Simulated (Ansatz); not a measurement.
# FeCO3 at fixed geometry

Aim: for FeCO3, a crystal from a database, its volume scaled a little, find whether it is a metal or has a gap, how the charge is shared and how far the cell is from equilibrium. The atoms and the cell stay fixed.

Method: DFT, r2SCAN, no spin polarisation, plane waves, PAW, in Ansatz 0.2.0.

## (1) The system as given

It takes space group R-3c (No. 167, trigonal). Conventional cell: a = 4.653 Å, b = 4.653 Å, c = 15.030 Å, α = 90.00°, β = 90.00°, γ = 120.00°. Fe (site symmetry -3) has 6 O at 2.11 Å as nearest neighbours. Around C (site symmetry 32) lie 3 O at 1.29 Å. O (site symmetry 2) is surrounded by 1 C at 1.29 Å.

Structure file:

```
Fe C O
1.0
     2.32629    1.34309    5.01011
    -2.32629    1.34309    5.01011
     0.00000   -2.68617    5.01011
Fe C O
2 2 6
Direct
  0.00000 0.00000 0.00000
  0.50000 0.50000 0.50000
  0.25000 0.25000 0.25000
  0.75000 0.75000 0.75000
  0.52800 0.97200 0.25000
  0.25000 0.52800 0.97200
  0.97200 0.25000 0.52800
  0.47200 0.02800 0.75000
  0.75000 0.47200 0.02800
  0.02800 0.75000 0.47200
```

The run starts from a saved solution of this cell (checkpoint.read), perhaps found on another mesh.

## (2) Self-consistent run

input.yaml

```yaml
crystal:
  lattice:
    - [2.32628927, 1.34308715, 5.01010567]
    - [-2.32628927, 1.34308715, 5.01010567]
    - [0.0, -2.68616426, 5.01010567]
  atoms:
    - { symbol: Fe, position: [0.0, 0.0, 0.0] }
    - { symbol: Fe, position: [0.5, 0.5, 0.5] }
    - { symbol: C, position: [0.25, 0.25, 0.25] }
    - { symbol: C, position: [0.75, 0.75, 0.75] }
    - { symbol: O, position: [0.528, 0.972, 0.25] }
    - { symbol: O, position: [0.25, 0.528, 0.972] }
    - { symbol: O, position: [0.972, 0.25, 0.528] }
    - { symbol: O, position: [0.472, 0.028, 0.75] }
    - { symbol: O, position: [0.75, 0.472, 0.028] }
    - { symbol: O, position: [0.028, 0.75, 0.472] }
  symmetry: { tolerance: 0.0003 }
kpoints:
  mp_grid: { grid: [6, 6, 6], shift: [0, 0, 0] }
  band_path:
    path:
      - [0.0, 0.0, 0.0]
      - [0.5, 0.5, 0.5]
      - [0.78542388, 0.21457612, 0.5]
      - [0.5, -0.21457612, 0.21457612]
      - [0.5, 0.0, 0.0]
      - [0.0, 0.0, 0.0]
      - [0.35728806, -0.35728806, 0.0]
      - [0.64271194, 0.0, 0.35728806]
      - [0.5, 0.0, 0.5]
      - [0.0, 0.0, 0.0]
    npoints: 7
magnetization:
  spin_polarized: false
scf:
  occupations: { method: gaussian, width: 0.017 }
  lower_state_search: "off"
  max_iter: 200
hamiltonian:
  pseudopotentials: { kind: paw }
  xc: r2scan
basis:
  ecutwfc: 500
  fft_grid_basis: typed
output:
  forces: true
  stress: true
  eigenvalues: true
  bader: true
  populations: true
  elf: true
  write_potential: true
  volumetric_format: npy
  dos:
    e_range: [-12, 8]
    de: 0.05
    projected: { site_lists: { C: [C], Fe: [Fe], O: [O] } }
checkpoint:
  read: saved_state
```

Launch:

```bash
ansatz run input.yaml --threads 1 --pin off --max-ram 2560MiB --backend cpu --events-out ev --progress --plain --runs-dir out
```

**Question.** What will these runs give? Wanted: largest force; pressure; gap; least direct gap; Bader charges.

The runs gave:

| quantity | value |
| --- | --- |
| largest force | 0.211 eV/Å on O |
| pressure | -15.1 GPa |
| formation energy (elements from separate runs) | -1.16 eV/atom |
| gap (mesh and path) | 1.67 eV, indirect |
| least direct gap | 1.69 eV |
| Bader charges | Fe +1.36, C +2.34, O -1.23 e |

**Reading.** It is gapped: 1.67 eV, with the least direct gap at 1.69 eV; within 0.7 eV of the edges the states project mainly on Fe d (94 %) below and Fe d (79 %) and O p (13 %) above. O feels the largest force, 0.21 eV/Å, so the positions are not relaxed. At -15.1 GPa the cell is stretched and would shrink. Set against separate runs on the elements (Fe bcc, C graphite, O2 molecule), it forms at -1.16 eV per atom, which says nothing yet of rival compounds.

Limits of this run: no spin polarisation, so a magnetic state may lie lower.

These are semilocal Kohn-Sham gaps, which aren't the measured quantity. Such gaps usually fall short of the measured ones.
